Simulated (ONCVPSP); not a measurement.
**Pseudopotential generation for Kr: ONCV, LDA (Perdew-Wang 92)**

Aim: build the potential from the settings below, then test how well it stands in for the atom: other configurations, scattering, ghost states and the plane-wave cutoff that it needs.

Method: ONCVPSP 4.0.1, LDA (Perdew-Wang 92), scalar-relativistic.

2 further runs of the same task are left out: 2 that didn't finish.

## (1) The design

The settings as typed:

| Item | Value |
| --- | --- |
| element | krypton (Kr, Z = 36) |
| type | optimised norm-conserving Vanderbilt (ONCV) |
| frozen core | [Ar] 3d10 |
| valence charge | 8 |
| reference configuration | 4s2 4p6 |
| partial waves | 4s: rc 1.20 bohr, ncon 5, nbas 9, qcut 5.1 1/bohr, 2 projectors, debl 0.8 Ha; 4p: rc 1.36 bohr, ncon 4, nbas 7, qcut 4.8 1/bohr, 3 projectors, debl 0.6 Ha |
| local potential | polynomial inside 1.10 bohr (lpopt 5, dvloc0 0 Ha) |
| core correction | Teter function, fcfact 2.75, rcfact 1.2 |

An earlier all-electron run gives the scale for the radii.

All-electron outer shells of the reference configuration (LDA (PZ), scalar-relativistic, ld1.x):

```tsv
shell	level (eV)	outermost node (bohr)	outermost maximum (bohr)
3p	-194.91	0.20	0.46
3d	-81.71	–	0.41
4s	-23.22	0.64	1.34
4p	-9.39	0.67	1.55
```

## (2) The generation run

File Kr.dat:

```
# ATOM AND REFERENCE CONFIGURATION
# atsym  z   nc   nv     iexc    psfile
  Kr 36.00    6    2  -001012      upf
#
#   n    l    f
    1    0    2.00
    2    0    2.00
    2    1    6.00
    3    0    2.00
    3    1    6.00
    3    2   10.00
    4    0    2.00
    4    1    6.00
#
# PSEUDOPOTENTIAL AND OPTIMIZATION
# lmax
    1
#
#   l,   rc,      ep,       ncon, nbas, qcut
    0    1.20    0.00    5    9    5.10
    1    1.36    0.00    4    7    4.80
#
# LOCAL POTENTIAL
# lloc, lpopt,  rc(5),   dvloc0
    4    5    1.10    0.00
#
# VANDERBILT-KLEINMAN-BYLANDER PROJECTORs
# l, nproj, debl
    0    2    0.80
    1    3    0.60
#
# MODEL CORE CHARGE
# icmod, fcfact, rcfact
    3    2.75    1.20
#
# LOG DERIVATIVE ANALYSIS
# epsh1, epsh2, depsh
   -2.00    5.00    0.02
#
# OUTPUT GRID
# rlmax, drl
    6.00    0.01
#
# TEST CONFIGURATIONS
# ncnf
    4
# nvcnf
#   n    l    f
    2
    4    0    2.00
    4    1    5.00
#
    2
    4    0    2.00
    4    1    4.00
#
    2
    4    0    2.00
    4    1    3.00
#
    2
    4    0    1.00
    4    1    6.00
#
```

On the command line:

```console
$ oncvpsp.x < Kr.dat > Kr.out
```

Before running it: what results should come out? Wanted: cutoffs for 1 and 0.1 mHa per electron, occupied waves; bound ghosts; GHOST(+) flags; largest test error; largest phase difference near zero energy, channels read; rms error of d²Exc/dn², without and with the model core; projector energies reset by the program.

**Answer**, as computed:

```
                                                quantity                             value
  cutoffs for 1 and 0.1 mHa per electron, occupied waves                 132 Ha and 159 Ha
                                            bound ghosts  s at -267.32 eV, p at -184.77 eV
                                          GHOST(+) flags         s at 2541 eV, p at 534 eV
                            largest test error (AE − PS)              +11 meV, for 4s2 4p3
largest phase difference near zero energy, channels read                         0.000 rad
 rms error of d²Exc/dn², without and with the model core                 5.53 and 3.20 mHa
                 projector energies reset by the program               s: -0.853, 0.250 Ha
```

In words: A bound ghost (s, p) makes it unfit for use: electrons can fall into a state that the atom doesn't have. Close by lie the frozen 3s level (-263.1 eV) and 3p level (-194.9 eV). By total energies transferability is good: the largest error is 11 meV on 77.0 eV, for 4s2 4p3. Atomic tests can pass in spite of a ghost, since they solve only for the levels asked. By its cutoff, 132 Ha for the looser tolerance, it is very hard. At the looser tolerance the 4s wave is the slowest; 4p needs 15 Ha. Near zero energy the phases of the channels with partial waves agree within 0.001 rad. The program also flags highly localised states, GHOST(+) (s, p). All of this concerns the isolated atom, not yet a solid.
